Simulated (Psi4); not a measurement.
# [GePH4]− (SMILES [PH2][GeH2-]): PBE0/def2-TZVP

Aim: the vertical singlet–triplet gap of [GePH4]− at PBE0/def2-TZVP, from 2 runs. 

The results are computed with Psi4 1.11.

### Step 1. The molecule

[GePH4]− has 6 atoms, charge -1, and is taken as a singlet. SMILES: `[PH2][GeH2-]`. Geometry: a GFN2-xTB relaxation, a rough one for these elements and not checked as a minimum. This is one conformer, not always the lowest.

Bond lengths: P1–Ge2 2.360 Å, P1–H3 1.383 Å, P1–H4 1.383 Å, Ge2–H5 1.648 Å, Ge2–H6 1.647 Å. Angles: P1–Ge2–H5 90.4°, P1–Ge2–H6 90.4°, Ge2–P1–H3 94.4°, Ge2–P1–H4 94.5°, H5–Ge2–H6 88.0°, H3–P1–H4 90.4°.

### Step 2. Energy and forces at PBE0/def2-TZVP

File input.dat:

```
memory 1600 MB

molecule system {
  -1 1
  P
  Ge 1 2.360411
  H 1 1.383147 2 94.42786
  H 1 1.383259 3 90.36084 2 94.54467
  H 2 1.647839 1 90.44692 3 -178.33558
  H 2 1.647232 5 88.03317 1 -90.37363
  symmetry c1
  no_reorient
  no_com
}

set basis def2-TZVP
set puream true
set e_convergence 1e-09
set d_convergence 1e-08
set scf_type pk
set dft_radial_points 99
set dft_spherical_points 590

e, wfn = gradient("pbe0", return_wfn=True)
oeprop(wfn, "DIPOLE", "LOWDIN_CHARGES", "MAYER_INDICES")
print_variables()
```

Command:

```
$ psi4 input.dat output.dat -n 1
```

output.dat:

```text
[...]
  Running in c1 symmetry.
[...]
  Nuclear repulsion =  158.212505833964315
[...]
  Multiplicity = 1
[...]
  Nalpha       = 26
  Nbeta        = 26
[...]
    Number of basis functions: 109
[...]
   @RKS iter   1: -2418.36182218174872   -1.56966e+00   2.98876e-02 DIIS/ADIIS
[...]
   @RKS iter  13: -2420.39016006505972   -5.91172e-12   3.27254e-09 DIIS
[...]
    Orbital Energies [Eh]
    ---------------------
    Doubly Occupied:
       1A   -398.848759     2A    -76.995864     3A    -49.666407
       4A    -44.147382     5A    -44.147074     6A    -44.146076
       7A     -6.395948     8A     -6.033175     9A     -4.532069
      10A     -4.530179    11A     -4.527677    12A     -4.189056
      13A     -4.187919    14A     -4.184480    15A     -0.985012
      16A     -0.984313    17A     -0.981448    18A     -0.981403
      19A     -0.979235    20A     -0.463986    21A     -0.300085
      22A     -0.212215    23A     -0.124900    24A     -0.098530
      25A     -0.084562    26A     -0.008472
[...]
  @RKS Final Energy: -2420.39016006505972
   => Energetics <=
    Nuclear Repulsion Energy =            158.2125058339643147
    One-Electron Energy =               -3696.9186655822218199
    Two-Electron Energy =                1196.4967778270622603
    DFT Exchange-Correlation Energy =     -78.1807781438644298
    Empirical Dispersion Energy =           0.0000000000000000
    VV10 Nonlocal Energy =                  0.0000000000000000
    Total Energy =                      -2420.3901600650592627
[...]
  -Total Gradient:
     Atom            X                  Y                   Z
    ------   -----------------  -----------------  -----------------
       1       -0.016476581171     0.016301281727     0.008611482984
       2       -0.010499658204     0.010387855777    -0.014193681948
       3       -0.001305416046    -0.019735858189     0.003605460872
       4        0.019676679389     0.001553615235     0.003615833314
       5        0.002400737735    -0.006258446029    -0.000823513288
       6        0.006204165351    -0.002248319413    -0.000816434863
[...]
 Multipole Moments:
 ------------------------------------------------------------------------------------
     Multipole            Electronic (a.u.)      Nuclear  (a.u.)        Total (a.u.)
 ------------------------------------------------------------------------------------
 L = 1.  Multiply by 2.5417464519 to convert [e a0] to [Debye]
 Dipole X            :         -0.7136705            0.3155241           -0.3981465
 Dipole Y            :          0.6840816           -0.2932501            0.3908315
 Dipole Z            :          7.1999598           -7.1232441            0.0767157
 Magnitude           :                                                    0.5631653
[...]
```

Wall time 48 s (1 thread of Intel Xeon Platinum 8259CL at 2.50GHz (Skylake/Cascade Lake), shared host); peak memory 0.61 GiB.

### Step 3. The triplet at the same level

File job.json:

```json
{
 "schema_name": "qcschema_input",
 "schema_version": 1,
 "molecule": {
  "schema_name": "qcschema_molecule",
  "schema_version": 2,
  "symbols": ["P", "Ge", "H", "H", "H", "H"],
  "geometry": [-1.36145319, -1.69412057, -0.06135941, 1.6435515, 1.60027677, 0.05364932, -0.1634991, -3.12398185, 1.76953954, -0.12732975, -3.03221675, -1.93734722, 0.01850042, 3.18976321, -2.07461693, -0.00976988, 3.06027918, 2.25013469],
  "molecular_charge": -1,
  "molecular_multiplicity": 3,
  "fix_symmetry": "c1"
 },
 "driver": "gradient",
 "model": {
  "method": "pbe0",
  "basis": "def2-TZVP"
 },
 "keywords": {
  "reference": "uks",
  "puream": true,
  "e_convergence": 1e-09,
  "d_convergence": 1e-08,
  "scf_type": "pk",
  "dft_radial_points": 99,
  "dft_spherical_points": 590,
  "maxiter": 200,
  "scf_properties": ["LOWDIN_CHARGES", "WIBERG_LOWDIN_INDICES", "MULLIKEN_CHARGES"]
 }
}
```

Command:

```
$ psi4 --qcschema job.json -n 1 --memory 1600MB
```

stdout:

```text
[...]
  Running in c1 symmetry.
[...]
  Nuclear repulsion =  158.212500299409669
[...]
  Multiplicity = 3
[...]
  Nalpha       = 27
  Nbeta        = 25
[...]
    Number of basis functions: 109
[...]
   @UKS iter   1: -2418.05760646274894   -1.26544e+00   3.03120e-02 DIIS/ADIIS
[...]
   @UKS iter  18: -2420.25398153265587   -1.22782e-11   8.84525e-09 DIIS
[...]
   @S^2 Observed:                2.007746318E+00
[...]
  @UKS Final Energy: -2420.25398153265587
   => Energetics <=
    Nuclear Repulsion Energy =            158.2125002994096690
    One-Electron Energy =               -3695.5969457295723259
    Two-Electron Energy =                1195.2894231900404520
    DFT Exchange-Correlation Energy =     -78.1589592925342203
    Empirical Dispersion Energy =           0.0000000000000000
    VV10 Nonlocal Energy =                  0.0000000000000000
    Total Energy =                      -2420.2539815326563257
[...]
 Multipole Moments:
 ------------------------------------------------------------------------------------
     Multipole            Electronic (a.u.)      Nuclear  (a.u.)        Total (a.u.)
 ------------------------------------------------------------------------------------
 L = 1.  Multiply by 2.5417464519 to convert [e a0] to [Debye]
 Dipole X            :          5.8166911           -5.1171358            0.6995554
 Dipole Y            :          4.8737979           -4.9712526           -0.0974547
 Dipole Z            :          0.1681161           -0.1665233            0.0015928
 Magnitude           :                                                    0.7063127
[...]
  Mulliken Charges: (a.u.)
   Center  Symbol    Alpha    Beta     Spin     Total
       1     P     7.86720  7.42606  0.44114 -0.29326
       2    GE    16.99317 15.51158  1.48159 -0.50476
       3     H     0.50875  0.48393  0.02481  0.00732
       4     H     0.50921  0.48389  0.02532  0.00691
       5     H     0.56095  0.54720  0.01374 -0.10815
       6     H     0.56073  0.54734  0.01339 -0.10806
   Total alpha = 27.00000, Total beta = 25.00000, Total charge = -1.00000
  Lowdin Charges: (a.u.)
   Center  Symbol    Alpha    Beta     Spin     Total
[...]
  -Total Gradient:
     Atom            X                  Y                   Z
    ------   -----------------  -----------------  -----------------
       1        0.032089617512     0.023005386976     0.000950606475
       2        0.006281055540    -0.059079678466    -0.001561976727
       3       -0.002553715141     0.010205966916    -0.013911291157
       4       -0.002768684201     0.009496047344     0.014342005700
       5       -0.016586109145     0.008217519767    -0.000252743596
       6       -0.016463337092     0.008153860566     0.000433402997
[...]
```

The result, in JSON:

```text
{
 "driver": "gradient",
 "model": {
  "method": "pbe0",
  "basis": "def2-TZVP"
 },
 "success": true,
 "return_result": [0.03208961751219305, 0.023005386976288164, 0.00095060647486975, 0.006281055539845731, -0.059079678466363805, -0.0015619767272077114, -0.0025537151405907454, 0.010205966916300692, -0.01391129115718659, -0.0027686842013538576, 0.009496047343518374, 0.014342005700485563, -0.016586109145391936, 0.008217519767100334, -0.0002527435964209124, -0.01646333709218778, 0.008153860565661641, 0.00043340299725054543],
 "properties": {
  "calcinfo_nbasis": 109,
  "calcinfo_nmo": 109,
  "calcinfo_nalpha": 27,
  "calcinfo_nbeta": 25,
  "calcinfo_natom": 6,
  "nuclear_repulsion_energy": 158.21250029940967,
  "return_energy": -2420.253981532656,
  "return_gradient": [0.03208961751219305, 0.023005386976288164, 0.00095060647486975, 0.006281055539845731, -0.059079678466363805, -0.0015619767272077114, -0.0025537151405907454, 0.010205966916300692, -0.01391129115718659, -0.0027686842013538576, 0.009496047343518374, 0.014342005700485563, -0.016586109145391936, 0.008217519767100334, -0.0002527435964209124, -0.01646333709218778, 0.008153860565661641, 0.00043340299725054543],
  "scf_one_electron_energy": -3695.5969457295723,
  "scf_two_electron_energy": 1195.2894231900405,
  "scf_xc_energy": -78.15895929253422,
  "scf_dipole_moment": [0.6995553528467138, -0.09745470167431947, 0.0015927834567698584],
  "scf_total_energy": -2420.253981532656,
  "scf_total_gradient": [0.03208961751219305, 0.023005386976288164, 0.00095060647486975, 0.006281055539845731, -0.059079678466363805, -0.0015619767272077114, -0.0025537151405907454, 0.010205966916300692, -0.01391129115718659, -0.0027686842013538576, 0.009496047343518374, 0.014342005700485563, -0.016586109145391936, 0.008217519767100334, -0.0002527435964209124, -0.01646333709218778, 0.008153860565661641, 0.00043340299725054543],
  "scf_iterations": 18
 }
}
```

Run time: 82 s. Hardware: 1 thread of Intel Xeon Platinum 8259CL at 2.50GHz (Skylake/Cascade Lake), shared host; peak memory 0.61 GiB.

### Step 4. What came out

At PBE0/def2-TZVP:

```
                                                      quantity           value
                                         singlet: total energy  -2420.39016 Eh
                                          singlet: HOMO energy        -0.23 eV
                                          singlet: LUMO energy         5.36 eV
singlet: HOMO–LUMO gap (to an unbound level, set by the basis)         5.59 eV
                             singlet: largest force on an atom      1.271 eV/Å
                                         triplet: total energy  -2420.25398 Eh
                   triplet: HOMO energy (highest over α and β)         3.21 eV
                                                 triplet: ⟨S²⟩           2.008
                             triplet: largest force on an atom      3.056 eV/Å
              vertical energy of the triplet above the singlet        3.706 eV
```

In words: At this shape the triplet lies 3.71 eV (358 kJ/mol) above the singlet. For an anion a state so high probably lies above electron detachment. The largest force (singlet) is 1.27 eV/Å: the shape isn't a stationary point for this species at this level. Mulliken charges (triplet) run from -0.50 on Ge2 to +0.01 on H3; they depend strongly on the basis. The HOMO (triplet) lies at positive energy, 3.21 eV; only total energies tell whether the electron is bound.
